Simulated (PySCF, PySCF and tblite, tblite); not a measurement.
# C₃H₁₁B₃P−: a path driven as pyramidal inversion, and NMR exchange, part 2 of 2

PySCF and tblite. Atoms count from 0.

## 8. Shieldings, end: revPBE/pcSseg-1

What the job is given:

```
{"job": {"kind": "nmr", "xc": "revPBE", "basis": "pcSseg-1", "pop": false}, "charge": -1, "multiplicity": 1}
C     -3.046844    -0.239472    -0.879438
C     -2.007481    -0.734579    -0.215865
C     -0.602199    -0.333974    -0.369330
B     -0.113982     0.593933     0.940682
B      1.541377     1.149147     0.938599
B      2.262650     0.894952    -0.430552
P      3.287140    -0.722138    -0.712843
H     -4.067155    -0.527383    -0.665119
H     -2.920416     0.499480    -1.656342
H     -2.197193    -1.468213     0.563981
H     -0.468188     0.218791    -1.302479
H      0.028334    -1.228816    -0.408958
H     -0.337030    -0.012954     1.966403
H     -0.740566     1.635200     0.951015
H      1.869187     1.601833     1.978648
H      2.186799     1.503134    -1.448895
H      2.915513    -1.434753     0.421634
H      2.357365    -1.397061    -1.494030
```

The log of the run:

```text
coarse grid: 14960 points
cycle   1  E = -536.3740474096  dE =  2.877e-01  |g| = 7.686e-01  |ddm| = 3.829e+00
cycle   2  E = -535.4441401285  dE =  9.299e-01  |g| = 1.668e+00  |ddm| = 4.957e+00
cycle   3  E = -536.5414956921  dE = -1.097e+00  |g| = 3.819e-01  |ddm| = 4.445e+00
cycle   4  E = -536.5909503309  dE = -4.945e-02  |g| = 1.307e-01  |ddm| = 6.905e-01
cycle   5  E = -536.5946784321  dE = -3.728e-03  |g| = 7.461e-02  |ddm| = 1.958e-01
cycle   6  E = -536.5962917882  dE = -1.613e-03  |g| = 1.958e-02  |ddm| = 1.002e-01
cycle   7  E = -536.5963800621  dE = -8.827e-05  |g| = 8.046e-03  |ddm| = 2.738e-02
cycle   8  E = -536.5964003566  dE = -2.029e-05  |g| = 1.833e-03  |ddm| = 1.159e-02
cycle   9  E = -536.5964013592  dE = -1.003e-06  |g| = 7.964e-04  |ddm| = 3.854e-03
final grid: 138272 points
cycle  10  E = -536.6438714510  dE = -5.593e-05  |g| = 1.432e-02  |ddm| = 6.323e-02
cycle  11  E = -536.6436905184  dE =  1.809e-04  |g| = 2.658e-02  |ddm| = 5.599e-02
cycle  12  E = -536.6439295746  dE = -2.391e-04  |g| = 5.459e-03  |ddm| = 4.210e-02
cycle  13  E = -536.6439392945  dE = -9.720e-06  |g| = 9.027e-04  |ddm| = 6.731e-03
cycle  14  E = -536.6439395442  dE = -2.497e-07  |g| = 3.146e-04  |ddm| = 1.893e-03
cycle  15  E = -536.6439395725  dE = -2.831e-08  |g| = 8.355e-05  |ddm| = 4.450e-04
cycle  16  E = -536.6439395740  dE = -1.512e-09  |g| = 4.213e-05  |ddm| = 1.384e-04
cycle  17  E = -536.6439395746  dE = -5.853e-10  |g| = 9.552e-06  |ddm| = 6.108e-05
converged SCF energy = -536.6439395746

GIAO shielding tensors (ppm)
atom      isotropic    diamagn.    paramagn.     s11        s22        s33       span
  0 C       87.842     252.098    -164.256     -4.994    120.407    148.114    153.108
  1 C       21.041     253.307    -232.266   -109.825     26.970    145.978    255.803
  2 C      144.650     249.068    -104.418    126.452    136.600    170.899     44.447
  3 B      116.658     187.433     -70.775    102.448    115.314    132.213     29.765
  4 B      -18.488     195.459    -213.947   -133.578    -17.259     95.373    228.951
  5 B       22.879     198.899    -176.021    -97.393     21.751    144.278    241.671
  6 P      567.341     968.967    -401.625    496.665    587.145    618.214    121.549
  7 H       27.757      29.322      -1.565     24.755     26.583     31.931      7.176
  8 H       27.535      33.255      -5.719     25.005     26.553     31.048      6.043
  9 H       25.273      31.993      -6.720     21.824     25.745     28.249      6.424
 10 H       30.146      35.012      -4.866     26.087     31.455     32.895      6.807
 11 H       30.302      34.241      -3.939     26.186     29.171     35.548      9.362
 12 H       29.766      30.975      -1.209     27.884     28.755     32.660      4.776
 13 H       30.103      30.542      -0.440     27.803     30.435     32.069      4.266
 14 H       20.272      31.308     -11.036      6.655     25.454     28.706     22.051
 15 H       22.874      31.108      -8.234     12.869     25.721     30.032     17.163
 16 H       30.053      33.146      -3.093     26.786     27.527     35.845      9.058
 17 H       29.988      32.820      -2.832     26.061     26.925     36.978     10.917
```

It took 35 s on 1 thread of Intel Xeon Platinum 8488C, shared host; peak memory 0.65 GiB.

This run: HOMO -0.89 eV, LUMO 2.29 eV.

## 9. The path in numbers

What the job is given:

```
{"job": {"smiles": "C=CC[BH2-]BBP", "charge": -1, "mult": 1, "motion": "inversion", "what": "phosphorus", "atoms": [6], "drives": [{"terms": [["t", [17, 5, 16, 6], 0.3333333333333333], ["t", [5, 16, 17, 6], 0.3333333333333333], ["t", [16, 17, 5, 6], 0.3333333333333333]], "neg": true, "n": 8}], "study": "path", "level": {"kind": "nmr", "xc": "revPBE", "basis": "pcSseg-1"}, "fields": [200, 270, 900], "first": 2, "seed": 223, "kind": "path"}, "charge": -1, "multiplicity": 1}
C     -3.241445    -0.128676    -0.757865
C     -2.182054    -0.661394    -0.157738
C     -0.775857    -0.304487    -0.388052
B     -0.184568     0.599865     0.896421
B      1.506753     1.018747     0.824071
B      2.188587     0.616667    -0.531533
P      2.883088    -1.158443    -0.882263
H     -4.256885    -0.385513    -0.487642
H     -3.136066     0.611413    -1.536828
H     -2.351284    -1.393852     0.627915
H     -0.677176     0.250753    -1.324017
H     -0.172587    -1.215343    -0.467519
H     -0.355604    -0.012078     1.930602
H     -0.786902     1.651742     0.960281
H      1.882940     1.549156     1.809848
H      2.193515     1.241653    -1.544745
H      3.279567    -1.526901     0.404234
H      4.177219    -0.746990    -1.204146
```

The log of the run:

```text
stationary points (kcal/mol above the start)
  n  kind          group   xTB      DFT    lowest mode
  0  minimum      C1       0.00     0.00      32.8
  1  saddle       C1      17.30    11.06    -607.8
  2  minimum      C1      -0.94    -1.24      39.4

GFN2-xTB energies: T/K, barrier G, reaction G (kcal/mol), k forward, k back (1/s)
 150.00    16.60    -0.64   2.07e-12   2.41e-13
 200.00    16.63    -0.61   2.82e-06   6.11e-07
 250.00    16.66    -0.58     0.0141     0.0044
 298.15    16.70    -0.55       3.54        1.4
 350.00    16.75    -0.53        253        119
 400.00    16.80    -0.50   5.51e+03   2.92e+03
 500.00    16.92    -0.46   4.19e+05   2.63e+05

revPBE/pcSseg-1 + D3(BJ) energies: T/K, barrier G, reaction G (kcal/mol), k forward, k back (1/s)
 150.00    10.35    -0.95    0.00256   0.000107
 200.00    10.39    -0.91       18.7       1.87
 250.00    10.42    -0.88   4.03e+03        680
 298.15    10.46    -0.86   1.33e+05   3.13e+04
 350.00    10.51    -0.83      2e+06   6.04e+05
 400.00    10.56    -0.81   1.42e+07   5.11e+06
 500.00    10.68    -0.77   2.24e+08   1.03e+08
```

It took 2.1 min on 1 thread of Intel Xeon Platinum 8488C, shared host; peak memory 0.65 GiB. This counts the whole study up to here.

Barriers by level (kcal/mol; entropies in cal/(mol K)). Zero-point and thermal terms come from xTB in every row. ΔG‡ leaves symmetry out; the rate counts one path; effective ΔG‡, where given, is the barrier that would give that rate by Eyring's equation alone:

```
                   level    ΔE‡  with zero-point    ΔH‡   ΔS‡  ΔG‡ (298 K)  ΔE of reaction  k at 298 K (1/s)  effective ΔG‡
                GFN2-xTB  17.30            16.57  16.38  -1.1        16.70           -0.94               3.5          16.70
revPBE/pcSseg-1 + D3(BJ)  11.06            10.32  10.14  -1.1        10.46           -1.24           1.3e+05          10.46
```

Sites that the driver pairs across this motion, and where their lines would merge (no couplings; faster rotations, inversion at nitrogen or exchange between molecules can average them sooner):

```
 nucleus        sites: shielding (ppm)  proton frequency (MHz)  spread (Hz)  coalescence (K)  lines at 298 K
$^{31}$P    P6: 543.7; P6 (end): 567.3                     900         8616              269               –
$^{11}$B    B4: -26.2; B4 (end): -18.5                     900         2224              252               –
$^{11}$B      B5: 18.8; B5 (end): 22.9                     900         1191              245               –
 $^{1}$H  H14: 19.69; H14 (end): 20.27                     900          525              236               –
 $^{1}$H  H15: 22.35; H15 (end): 22.87                     900          475              235               –
$^{11}$B    B3: 115.7; B3 (end): 116.7                     900          284              230               –
 $^{1}$H  H11: 30.02; H11 (end): 30.30                     900          252              229               –
 $^{1}$H  H16: 29.82; H16 (end): 30.05                     900          211              227               –
```

Rows that set an atom against itself at the end compare its shielding in the two forms.

## 10. Shieldings, start: CAM-B3LYP/pcSseg-1

What the job is given:

```
{"job": {"kind": "nmr", "xc": "CAM-B3LYP", "basis": "pcSseg-1", "pop": false}, "charge": -1, "multiplicity": 1}
C     -3.241445    -0.128676    -0.757865
C     -2.182054    -0.661394    -0.157738
C     -0.775857    -0.304487    -0.388052
B     -0.184568     0.599865     0.896421
B      1.506753     1.018747     0.824071
B      2.188587     0.616667    -0.531533
P      2.883088    -1.158443    -0.882263
H     -4.256885    -0.385513    -0.487642
H     -3.136066     0.611413    -1.536828
H     -2.351284    -1.393852     0.627915
H     -0.677176     0.250753    -1.324017
H     -0.172587    -1.215343    -0.467519
H     -0.355604    -0.012078     1.930602
H     -0.786902     1.651742     0.960281
H      1.882940     1.549156     1.809848
H      2.193515     1.241653    -1.544745
H      3.279567    -1.526901     0.404234
H      4.177219    -0.746990    -1.204146
```

The log of the run:

```text
coarse grid: 14960 points
cycle   1  E = -536.4899402754  dE =  5.508e-01  |g| = 5.075e-01  |ddm| = 3.669e+00
cycle   2  E = -536.5163004755  dE = -2.636e-02  |g| = 4.710e-01  |ddm| = 1.399e+00
cycle   3  E = -536.5871278629  dE = -7.083e-02  |g| = 6.367e-02  |ddm| = 6.880e-01
cycle   4  E = -536.5880435857  dE = -9.157e-04  |g| = 3.722e-02  |ddm| = 9.778e-02
cycle   5  E = -536.5884152082  dE = -3.716e-04  |g| = 7.465e-03  |ddm| = 4.038e-02
cycle   6  E = -536.5884315995  dE = -1.639e-05  |g| = 2.640e-03  |ddm| = 1.053e-02
cycle   7  E = -536.5884340353  dE = -2.436e-06  |g| = 4.732e-04  |ddm| = 4.472e-03
final grid: 138272 points
cycle   8  E = -536.6382421283  dE = -2.973e-05  |g| = 3.321e-03  |ddm| = 1.951e-02
cycle   9  E = -536.6382430166  dE = -8.884e-07  |g| = 2.855e-03  |ddm| = 6.424e-03
cycle  10  E = -536.6382451321  dE = -2.115e-06  |g| = 3.003e-04  |ddm| = 2.677e-03
cycle  11  E = -536.6382451506  dE = -1.848e-08  |g| = 1.940e-04  |ddm| = 4.839e-04
cycle  12  E = -536.6382451610  dE = -1.041e-08  |g| = 3.248e-05  |ddm| = 2.064e-04
cycle  13  E = -536.6382451615  dE = -5.025e-10  |g| = 9.870e-06  |ddm| = 6.779e-05
converged SCF energy = -536.6382451615

GIAO shielding tensors (ppm)
atom      isotropic    diamagn.    paramagn.     s11        s22        s33       span
  0 C       85.269     252.066    -166.797    -18.610    122.891    151.527    170.137
  1 C       12.612     253.451    -240.839   -131.533     18.580    150.790    282.323
  2 C      150.078     248.722     -98.644    131.827    141.398    177.007     45.180
  3 B      119.722     183.815     -64.093    102.591    124.026    132.550     29.959
  4 B      -43.251     196.799    -240.050   -201.422    -28.983    100.653    302.075
  5 B        7.823     199.257    -191.434   -132.089     10.042    145.516    277.606
  6 P      547.559     967.134    -419.575    501.400    553.924    587.353     85.953
  7 H       27.898      28.897      -0.999     24.912     26.567     32.216      7.304
  8 H       27.583      33.037      -5.455     25.044     26.366     31.339      6.295
  9 H       25.292      31.503      -6.211     21.745     25.609     28.524      6.779
 10 H       30.378      34.795      -4.417     26.426     31.419     33.288      6.862
 11 H       30.413      33.576      -3.163     26.054     28.853     36.333     10.280
 12 H       30.238      30.798      -0.560     28.202     29.138     33.375      5.173
 13 H       30.693      30.559       0.134     28.000     30.805     33.274      5.274
 14 H       18.936      31.871     -12.935      1.389     25.960     29.459     28.071
 15 H       22.164      31.179      -9.015     10.522     25.899     30.071     19.549
 16 H       30.004      30.854      -0.851     25.222     28.262     36.528     11.305
 17 H       30.432      29.353       1.079     25.868     27.600     37.829     11.961
```

Run time: 29 s. Hardware: 1 thread of Intel Xeon Platinum 8488C, shared host; peak memory 0.96 GiB.

Key values: HOMO -3.08 eV, LUMO 4.18 eV.

## 11. Single-point energy, saddle of leg 1: CAM-B3LYP/pcSseg-1

What the job is given:

```
{"job": {"kind": "sp", "xc": "CAM-B3LYP", "basis": "pcSseg-1", "pop": false}, "charge": -1, "multiplicity": 1}
C     -3.275292    -0.209666    -0.640856
C     -2.155736    -0.687130    -0.104436
C     -0.795757    -0.187024    -0.329210
B     -0.250791     0.678064     1.011169
B      1.385243     1.164466     0.929805
B      2.338040     0.697179    -0.287305
P      3.200315    -0.885839    -0.470364
H     -4.256471    -0.576424    -0.369772
H     -3.257613     0.594878    -1.360965
H     -2.239436    -1.490361     0.624281
H     -0.767660     0.444537    -1.221454
H     -0.110665    -1.026570    -0.483344
H     -0.290031    -0.051865     1.991090
H     -1.002403     1.610304     1.218002
H      1.737497     1.871180     1.816686
H      2.482364     1.336918    -1.279437
H      3.336003    -1.870747     0.460481
H      3.922394    -1.411902    -1.504371
```

The log of the run:

```text
coarse grid: 14960 points
cycle   1  E = -536.4637721805  dE =  6.607e-01  |g| = 5.327e-01  |ddm| = 3.695e+00
cycle   2  E = -536.4923770695  dE = -2.860e-02  |g| = 4.939e-01  |ddm| = 1.508e+00
cycle   3  E = -536.5715396572  dE = -7.916e-02  |g| = 6.300e-02  |ddm| = 7.653e-01
cycle   4  E = -536.5723527737  dE = -8.131e-04  |g| = 3.884e-02  |ddm| = 9.999e-02
cycle   5  E = -536.5727403756  dE = -3.876e-04  |g| = 7.587e-03  |ddm| = 4.291e-02
cycle   6  E = -536.5727571908  dE = -1.682e-05  |g| = 2.395e-03  |ddm| = 1.106e-02
cycle   7  E = -536.5727593299  dE = -2.139e-06  |g| = 5.633e-04  |ddm| = 4.841e-03
final grid: 138272 points
cycle   8  E = -536.6211230823  dE = -2.838e-05  |g| = 3.142e-03  |ddm| = 1.779e-02
cycle   9  E = -536.6211239469  dE = -8.646e-07  |g| = 2.648e-03  |ddm| = 5.851e-03
cycle  10  E = -536.6211257541  dE = -1.807e-06  |g| = 2.755e-04  |ddm| = 2.517e-03
cycle  11  E = -536.6211257682  dE = -1.410e-08  |g| = 1.746e-04  |ddm| = 4.127e-04
cycle  12  E = -536.6211257760  dE = -7.801e-09  |g| = 3.155e-05  |ddm| = 1.739e-04
cycle  13  E = -536.6211257763  dE = -3.047e-10  |g| = 6.205e-06  |ddm| = 4.814e-05
converged SCF energy = -536.6211257763
```

Run time: 13 s. Hardware: 1 thread of Intel Xeon Platinum 8488C, shared host; peak memory 0.72 GiB.

In short: HOMO -2.93 eV, LUMO 4.18 eV.

## 12. Shieldings, end: CAM-B3LYP/pcSseg-1

What the job is given:

```
{"job": {"kind": "nmr", "xc": "CAM-B3LYP", "basis": "pcSseg-1", "pop": false}, "charge": -1, "multiplicity": 1}
C     -3.046844    -0.239472    -0.879438
C     -2.007481    -0.734579    -0.215865
C     -0.602199    -0.333974    -0.369330
B     -0.113982     0.593933     0.940682
B      1.541377     1.149147     0.938599
B      2.262650     0.894952    -0.430552
P      3.287140    -0.722138    -0.712843
H     -4.067155    -0.527383    -0.665119
H     -2.920416     0.499480    -1.656342
H     -2.197193    -1.468213     0.563981
H     -0.468188     0.218791    -1.302479
H      0.028334    -1.228816    -0.408958
H     -0.337030    -0.012954     1.966403
H     -0.740566     1.635200     0.951015
H      1.869187     1.601833     1.978648
H      2.186799     1.503134    -1.448895
H      2.915513    -1.434753     0.421634
H      2.357365    -1.397061    -1.494030
```

The log of the run:

```text
coarse grid: 14960 points
cycle   1  E = -536.4930717444  dE =  5.593e-01  |g| = 5.035e-01  |ddm| = 3.676e+00
cycle   2  E = -536.5185079819  dE = -2.544e-02  |g| = 4.679e-01  |ddm| = 1.374e+00
cycle   3  E = -536.5884156071  dE = -6.991e-02  |g| = 6.445e-02  |ddm| = 6.744e-01
cycle   4  E = -536.5893880495  dE = -9.724e-04  |g| = 3.661e-02  |ddm| = 1.063e-01
cycle   5  E = -536.5897509705  dE = -3.629e-04  |g| = 7.798e-03  |ddm| = 4.168e-02
cycle   6  E = -536.5897685895  dE = -1.762e-05  |g| = 2.527e-03  |ddm| = 1.094e-02
cycle   7  E = -536.5897707942  dE = -2.205e-06  |g| = 5.172e-04  |ddm| = 4.456e-03
final grid: 138272 points
cycle   8  E = -536.6394439732  dE = -3.020e-05  |g| = 3.432e-03  |ddm| = 2.149e-02
cycle   9  E = -536.6394448613  dE = -8.881e-07  |g| = 2.984e-03  |ddm| = 6.694e-03
cycle  10  E = -536.6394471647  dE = -2.303e-06  |g| = 3.320e-04  |ddm| = 2.807e-03
cycle  11  E = -536.6394471864  dE = -2.167e-08  |g| = 1.933e-04  |ddm| = 4.911e-04
cycle  12  E = -536.6394471962  dE = -9.838e-09  |g| = 3.148e-05  |ddm| = 2.157e-04
cycle  13  E = -536.6394471965  dE = -3.167e-10  |g| = 6.987e-06  |ddm| = 5.484e-05
converged SCF energy = -536.6394471965

GIAO shielding tensors (ppm)
atom      isotropic    diamagn.    paramagn.     s11        s22        s33       span
  0 C       84.745     252.576    -167.831    -19.746    122.430    151.550    171.296
  1 C       12.722     253.972    -241.250   -131.062     18.667    150.560    281.622
  2 C      150.053     248.886     -98.833    132.720    140.428    177.012     44.292
  3 B      120.164     184.024     -63.860    102.717    122.065    135.710     32.993
  4 B      -35.329     197.170    -232.498   -177.826    -29.018    100.858    278.684
  5 B       11.469     198.605    -187.135   -121.226     10.008    145.625    266.851
  6 P      567.071     968.852    -401.781    496.255    587.988    616.970    120.715
  7 H       27.857      29.249      -1.392     24.835     26.545     32.190      7.355
  8 H       27.539      33.298      -5.759     24.983     26.320     31.314      6.331
  9 H       25.253      31.838      -6.585     21.761     25.542     28.456      6.695
 10 H       30.424      35.283      -4.859     26.269     31.646     33.356      7.086
 11 H       30.640      34.552      -3.912     26.434     29.411     36.076      9.642
 12 H       30.211      31.058      -0.847     28.116     29.186     33.330      5.214
 13 H       30.777      30.694       0.083     28.072     31.106     33.154      5.082
 14 H       19.510      31.739     -12.229      3.386     25.908     29.237     25.850
 15 H       22.588      31.024      -8.436     11.816     25.748     30.201     18.385
 16 H       30.175      33.527      -3.351     26.800     27.575     36.150      9.350
 17 H       30.169      33.246      -3.077     26.251     27.210     37.045     10.794
```

Wall time 29 s (1 thread of Intel Xeon Platinum 8488C, shared host); peak memory 0.96 GiB.

Key values: HOMO -3.20 eV, LUMO 4.09 eV.

## 13. Second level: CAM-B3LYP/pcSseg-1 + D3(BJ)

What the job is given:

```
{"job": {"smiles": "C=CC[BH2-]BBP", "charge": -1, "mult": 1, "motion": "inversion", "what": "phosphorus", "atoms": [6], "drives": [{"terms": [["t", [17, 5, 16, 6], 0.3333333333333333], ["t", [5, 16, 17, 6], 0.3333333333333333], ["t", [16, 17, 5, 6], 0.3333333333333333]], "neg": true, "n": 8}], "study": "path", "level": {"kind": "nmr", "xc": "CAM-B3LYP", "basis": "pcSseg-1", "wide": true}, "fields": [200, 270, 900], "first": 2, "seed": 223, "kind": "pathvar"}, "charge": -1, "multiplicity": 1}
C     -3.241445    -0.128676    -0.757865
C     -2.182054    -0.661394    -0.157738
C     -0.775857    -0.304487    -0.388052
B     -0.184568     0.599865     0.896421
B      1.506753     1.018747     0.824071
B      2.188587     0.616667    -0.531533
P      2.883088    -1.158443    -0.882263
H     -4.256885    -0.385513    -0.487642
H     -3.136066     0.611413    -1.536828
H     -2.351284    -1.393852     0.627915
H     -0.677176     0.250753    -1.324017
H     -0.172587    -1.215343    -0.467519
H     -0.355604    -0.012078     1.930602
H     -0.786902     1.651742     0.960281
H      1.882940     1.549156     1.809848
H      2.193515     1.241653    -1.544745
H      3.279567    -1.526901     0.404234
H      4.177219    -0.746990    -1.204146
```

The log of the run:

```text
stationary points (kcal/mol above the start)
  n  kind          group   xTB      DFT    lowest mode
  0  minimum      C1       0.00     0.00      32.8
  1  saddle       C1      17.30    11.00    -607.8
  2  minimum      C1      -0.94    -0.89      39.4

GFN2-xTB energies: T/K, barrier G, reaction G (kcal/mol), k forward, k back (1/s)
 150.00    16.60    -0.64   2.07e-12   2.41e-13
 200.00    16.63    -0.61   2.82e-06   6.11e-07
 250.00    16.66    -0.58     0.0141     0.0044
 298.15    16.70    -0.55       3.54        1.4
 350.00    16.75    -0.53        253        119
 400.00    16.80    -0.50   5.51e+03   2.92e+03
 500.00    16.92    -0.46   4.19e+05   2.63e+05

revPBE/pcSseg-1 + D3(BJ) energies: T/K, barrier G, reaction G (kcal/mol), k forward, k back (1/s)
 150.00    10.35    -0.95    0.00256   0.000107
 200.00    10.39    -0.91       18.7       1.87
 250.00    10.42    -0.88   4.03e+03        680
 298.15    10.46    -0.86   1.33e+05   3.13e+04
 350.00    10.51    -0.83      2e+06   6.04e+05
 400.00    10.56    -0.81   1.42e+07   5.11e+06
 500.00    10.68    -0.77   2.24e+08   1.03e+08

CAM-B3LYP/pcSseg-1 + D3(BJ) energies: T/K, barrier G, reaction G (kcal/mol), k forward, k back (1/s)
 150.00    10.30    -0.59    0.00312   0.000429
 200.00    10.33    -0.56       21.6       5.29
 250.00    10.36    -0.53   4.54e+03   1.56e+03
 298.15    10.40    -0.50   1.47e+05   6.29e+04
 350.00    10.45    -0.48   2.18e+06   1.09e+06
 400.00    10.50    -0.46   1.53e+07    8.6e+06
 500.00    10.62    -0.42   2.38e+08   1.56e+08
```

It took 3.3 min on 1 thread of Intel Xeon Platinum 8488C, shared host; peak memory 0.96 GiB. This counts the runs that the step sums up.

Barriers by level (kcal/mol; entropies in cal/(mol K)). Zero-point and thermal terms come from xTB in every row. ΔG‡ leaves symmetry out; the rate counts one path; effective ΔG‡, where given, is the barrier that would give that rate by Eyring's equation alone:

```
                      level    ΔE‡  with zero-point    ΔH‡   ΔS‡  ΔG‡ (298 K)  ΔE of reaction  k at 298 K (1/s)  effective ΔG‡
                   GFN2-xTB  17.30            16.57  16.38  -1.1        16.70           -0.94               3.5          16.70
   revPBE/pcSseg-1 + D3(BJ)  11.06            10.32  10.14  -1.1        10.46           -1.24           1.3e+05          10.46
CAM-B3LYP/pcSseg-1 + D3(BJ)  11.00            10.27  10.08  -1.1        10.40           -0.89           1.5e+05          10.40
```

## 14. What came out

The summary covers parts 1 to 2.

| quantity | value |
| --- | --- |
| barrier (revPBE/pcSseg-1 + D3(BJ)) | ΔE‡ 11.1, ΔG‡(298 K) 10.5 kcal/mol |
| barrier (GFN2-xTB) | ΔE‡ 17.3 kcal/mol |
| rate at 298 K | 1.3e+05 s⁻¹ |
| end of the path | -1.2 kcal/mol from the start |

The barrier is 11.1 kcal/mol at the DFT level (xTB: 17.3); with thermal terms and the count of paths the DFT value gives a rate of 1.3e+05 s⁻¹ at 298 K. An error of 1.4 kcal/mol changes that rate tenfold.
